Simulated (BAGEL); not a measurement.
# One shape, several levels: singlet GeCNClF+

We compute a comparison of 4 runs (B3LYP/cc-pVDZ, PBE0/cc-pVDZ, B3LYP/6-31G*, RI-MP2/cc-pVDZ) of singlet GeCNClF+. 

The results are computed with BAGEL 1.2.2.

7 further runs of the same task are left out: 6 that didn't finish, 1 set aside as unsound or not needed.

## 1. Starting point

The species is GeCNClF+ (5 atoms), meant as a singlet with charge +1. As SMILES of the parent species, `N#[C][Ge]([F])[Cl]`. The shape is that of a PBE0-D4/def2-TZVP optimisation. That shape belongs to the parent species and isn't relaxed for this state.

Bond lengths: N1–C2 1.153 Å, C2–Ge3 1.929 Å, Ge3–F4 1.725 Å, Ge3–Cl5 2.128 Å. Angles: N1–C2–Ge3 173.2°, C2–Ge3–F4 104.9°, C2–Ge3–Cl5 108.6°, F4–Ge3–Cl5 108.1°.

## 2. A single-point energy at B3LYP/cc-pVDZ (density fitting with qzvpp-jkfit) (run 1)

input.json reads:

```json
{ "bagel" : [

{
  "title" : "molecule",
  "basis" : "cc-pvdz.json",
  "df_basis" : "qzvpp-jkfit",
  "angstrom" : true,
  "geometry" : [
    { "atom" : "N", "xyz" : [       1.169800,      -1.332900,       1.557000 ] },
    { "atom" : "C", "xyz" : [       0.647700,      -0.755000,       0.707300 ] },
    { "atom" : "Ge", "xyz" : [      -0.063200,       0.127200,      -0.853400 ] },
    { "atom" : "F", "xyz" : [      -1.722100,      -0.343000,      -0.913400 ] },
    { "atom" : "Cl", "xyz" : [       0.017500,       2.230100,      -0.539000 ] }
  ]
},

{ "title" : "ks", "xc_func" : "b3lyp", "charge" : 1 },

{ "title" : "print", "file" : "orbitals.molden", "orbitals" : true }

]}
```

The basis set cc-pVDZ is read from a file made from the Basis Set Exchange's data (not shown).

The run is started by

```sh
$ BAGEL_NUM_THREADS=1 BAGEL input.json > input.out
```

The log of the run:

```text
* using 1 threads per process

  ===============================================================
  ===============================================================

  *** Geometry ***

  { "atom" : "N", "xyz" : [      2.210602,     -2.518816,      2.942304 ] },
  { "atom" : "C", "xyz" : [      1.223976,     -1.426743,      1.336603 ] },
  { "atom" : "Ge", "xyz" : [     -0.119431,      0.240373,     -1.612692 ] },
  { "atom" : "F", "xyz" : [     -3.254297,     -0.648176,     -1.726076 ] },
  { "atom" : "Cl", "xyz" : [      0.033070,      4.214278,     -1.018562 ] },

  Number of auxiliary basis functions:      623

  Since a DF basis is specified, we compute 2- and 3-index integrals:
    o Being stored without compression. Storage requirement is 0.038 GB

  Number of basis functions:       87
  Number of electrons      :       71

    * METHOD: MOLECULE                             0.45

  *** Kohn-Sham DFT ***

    * Removing 8417 points whose weight is below 1.00e-10
    * Grid points: 66113

  === Nuclear Repulsion ===
   409.3918106129

       - DIIS with orbital gradients will be used.

  === KS iteration (b3lyp / cc-pvdz.json) ===
      0      -2690.84540130          0.11118405           0.45
      1      -2457.02781492          0.20141554           0.42
      2      -2593.45999375          0.16491842           0.35
      3      -2710.36011461          0.09369325           0.42
      4      -2704.89656062          0.10399994           0.39
      5      -2727.57976883          0.04930386           0.40
      6      -2728.18249745          0.04397838           0.42
      7      -2729.38560457          0.01571030           0.38
      8      -2729.39763911          0.01541047           0.42
      9      -2729.56731852          0.00364190           0.42
[... 13 lines of this table left out ...]
     23      -2729.58092595          0.00000004           0.40
     24      -2729.58092595          0.00000001           0.39
     25      -2729.58092595          0.00000001           0.42
     26      -2729.58092595          0.00000000           0.39
    * SCF iteration converged.

    * Permanent dipole moment:
           (   -0.608816,    -0.197938,     1.086260) a.u.

    * METHOD: KS                                  11.13

    * METHOD: PRINT                                0.01

  ===============================================================
```

Wall time 12 s (1 thread of Arm Neoverse V2, shared host); peak memory 0.34 GiB.

## 3. A single-point energy at PBE0/cc-pVDZ (density fitting with qzvpp-jkfit) (run 2)

input.json reads:

```json
{ "bagel": [

{
  "title": "molecule",
  "basis": "cc-pvdz.json",
  "df_basis": "qzvpp-jkfit",
  "angstrom": true,
  "geometry": [
    { "atom": "N", "xyz": [    1.169800,   -1.332900,    1.557000 ] },
    { "atom": "C", "xyz": [    0.647700,   -0.755000,    0.707300 ] },
    { "atom": "Ge", "xyz": [   -0.063200,    0.127200,   -0.853400 ] },
    { "atom": "F", "xyz": [   -1.722100,   -0.343000,   -0.913400 ] },
    { "atom": "Cl", "xyz": [    0.017500,    2.230100,   -0.539000 ] }
  ]
},
{
  "title": "ks",
  "xc_func": "pbe0",
  "charge": 1
},
{
  "title": "print",
  "file": "orbitals.molden",
  "orbitals": true
}

]}
```

The basis set cc-pVDZ is read from a file made from the Basis Set Exchange's data (not shown).

The run is started by

```sh
$ BAGEL_NUM_THREADS=1 BAGEL input.json > input.out
```

The log of the run:

```text
* using 1 threads per process

  ===============================================================
  ===============================================================

  *** Geometry ***

  { "atom" : "N", "xyz" : [      2.210602,     -2.518816,      2.942304 ] },
  { "atom" : "C", "xyz" : [      1.223976,     -1.426743,      1.336603 ] },
  { "atom" : "Ge", "xyz" : [     -0.119431,      0.240373,     -1.612692 ] },
  { "atom" : "F", "xyz" : [     -3.254297,     -0.648176,     -1.726076 ] },
  { "atom" : "Cl", "xyz" : [      0.033070,      4.214278,     -1.018562 ] },

  Number of auxiliary basis functions:      623

  Since a DF basis is specified, we compute 2- and 3-index integrals:
    o Being stored without compression. Storage requirement is 0.038 GB

  Number of basis functions:       87
  Number of electrons      :       71

    * METHOD: MOLECULE                             0.44

  *** Kohn-Sham DFT ***

    * Removing 8417 points whose weight is below 1.00e-10
    * Grid points: 66113

  === Nuclear Repulsion ===
   409.3918106129

       - DIIS with orbital gradients will be used.

  === KS iteration (pbe0 / cc-pvdz.json) ===
      0      -2690.26556621          0.11094184           0.39
      1      -2458.45138332          0.20226857           0.41
      2      -2594.84808536          0.14549251           0.38
      3      -2707.75690353          0.11388148           0.41
      4      -2721.10242396          0.07976566           0.41
      5      -2728.48915721          0.02107920           0.36
      6      -2725.97025394          0.06813293           0.41
      7      -2728.37541192          0.02433594           0.41
      8      -2728.63734263          0.01892590           0.35
      9      -2728.89677402          0.00413425           0.41
     10      -2728.89291102          0.00467742           0.40
     11      -2728.90670594          0.00073308           0.36
     12      -2728.90698657          0.00026454           0.42
     13      -2728.90701970          0.00020533           0.38
     14      -2728.90705369          0.00003760           0.41
     15      -2728.90705483          0.00000965           0.42
     16      -2728.90705495          0.00000204           0.36
     17      -2728.90705495          0.00000088           0.42
     18      -2728.90705495          0.00000082           0.40
     19      -2728.90705496          0.00000019           0.33
     20      -2728.90705496          0.00000023           0.41
     21      -2728.90705496          0.00000007           0.41
     22      -2728.90705496          0.00000002           0.35
     23      -2728.90705496          0.00000001           0.41
    * SCF iteration converged.

    * Permanent dipole moment:
           (   -0.621809,    -0.172512,     1.145115) a.u.

    * METHOD: KS                                   9.75

    * METHOD: PRINT                                0.01

  ===============================================================
```

Wall time 11 s (1 thread of Arm Neoverse V2, shared host); peak memory 0.34 GiB.

Run 3 isn't shown in full; the table further down has it.

## 4. A single-point energy at RI-MP2/cc-pVDZ (density fitting with qzvpp-jkfit) (run 4)

job.json reads:

```json
{ "bagel" : [

{
  "title" : "molecule",
  "basis" : "cc-pvdz.json",
  "df_basis" : "qzvpp-jkfit",
  "angstrom" : true,
  "geometry" : [
    { "atom" : "N", "xyz" : [    1.169800,   -1.332900,    1.557000 ] },
    { "atom" : "C", "xyz" : [    0.647700,   -0.755000,    0.707300 ] },
    { "atom" : "Ge", "xyz" : [   -0.063200,    0.127200,   -0.853400 ] },
    { "atom" : "F", "xyz" : [   -1.722100,   -0.343000,   -0.913400 ] },
    { "atom" : "Cl", "xyz" : [    0.017500,    2.230100,   -0.539000 ] }
  ]
},
{ "title" : "hf", "charge" : 1 },
{ "title" : "mp2", "charge" : 1, "ncore" : 17 }

]}
```

The basis set cc-pVDZ is read from a file made from the Basis Set Exchange's data (not shown).

The run is started by

```sh
$ BAGEL_NUM_THREADS=1 BAGEL job.json > job.out
```

The log of the run:

```text
* using 1 threads per process

  ===============================================================
  ===============================================================

  *** Geometry ***

  { "atom" : "N", "xyz" : [      2.210602,     -2.518816,      2.942304 ] },
  { "atom" : "C", "xyz" : [      1.223976,     -1.426743,      1.336603 ] },
  { "atom" : "Ge", "xyz" : [     -0.119431,      0.240373,     -1.612692 ] },
  { "atom" : "F", "xyz" : [     -3.254297,     -0.648176,     -1.726076 ] },
  { "atom" : "Cl", "xyz" : [      0.033070,      4.214278,     -1.018562 ] },

  Number of auxiliary basis functions:      623

  Since a DF basis is specified, we compute 2- and 3-index integrals:
    o Being stored without compression. Storage requirement is 0.038 GB

  Number of basis functions:       87
  Number of electrons      :       71

    * METHOD: MOLECULE                             0.43

  *** RHF ***

  === Nuclear Repulsion ===
   409.3918106129

      * DIIS with orbital gradients will be used.

  === RHF iteration (cc-pvdz.json) ===
      0      -2725.85606827          0.02351539           0.18
      1      -2725.85412635          0.02669585           0.18
      2      -2726.24852426          0.00254036           0.18
      3      -2726.25520322          0.00131946           0.18
      4      -2726.25753161          0.00042169           0.13
      5      -2726.25786568          0.00014951           0.15
[... 15 lines of this table left out ...]
     21      -2726.25792789          0.00000002           0.18
     22      -2726.25792789          0.00000001           0.18
    * SCF iteration converged.

    * Permanent dipole moment:
           (   -0.798446,    -0.137349,     1.550302) a.u.

    * METHOD: HF                                   4.17

  *** RHF ***

  === Nuclear Repulsion ===
   409.3918106129

      * DIIS with orbital gradients will be used.

  === RHF iteration (cc-pvdz.json) ===
      0      -2726.25792789          0.00000000           0.12
    * SCF iteration converged.

    * Permanent dipole moment:
           (   -0.798446,    -0.137348,     1.550302) a.u.

  === DF-MP2 calculation ===

    * freezing 17 orbitals
    * 3-index integral transformation done
    * assembly done

      MP2 correlation energy:   -0.7007148124      0.07

      MP2 total energy:       -2726.9586427046

    * METHOD: MP2                                  0.32

  ===============================================================
```

Run time: 5.1 s. Hardware: 1 thread of Arm Neoverse V2, shared host; peak memory 0.17 GiB.

## 5. The series

| run | level | frozen core orbitals | energy (Eh) | HOMO energy (eV) | LUMO energy (eV) | HOMO–LUMO gap (eV) | wall time |
| --- | --- | --- | --- | --- | --- | --- | --- |
| 1 | B3LYP/cc-pVDZ (density fitting with qzvpp-jkfit) | – | -2729.580926 | -15.79 | -12.71 | 3.09 | 12 s |
| 2 | PBE0/cc-pVDZ (density fitting with qzvpp-jkfit) | – | -2728.907055 | -16.10 | -12.52 | 3.58 | 11 s |
| 3 | B3LYP/6-31G* (density fitting with qzvpp-jkfit, spherical functions) | – | -2729.287834 | -15.78 | -12.72 | 3.06 | 16 s |
| 4 | RI-MP2/cc-pVDZ (density fitting with qzvpp-jkfit) | 17 | -2726.958643 | – | – | – | 5.1 s |

## 6. Results

```
                                           quantity           value
                                run 4: total energy  -2726.95864 Eh
run 4: correlation energy (17 core orbitals frozen)      -700.7 mEh
```

**Reading.** Over runs 1, 2, 3 the HOMO–LUMO gap runs from 3.06 eV (B3LYP/6-31G*) to 3.58 eV (PBE0/cc-pVDZ). The two ends differ in method and basis. Totals of different functionals can't be ranked against each other. All runs together took 43 s, the longest 16 s.
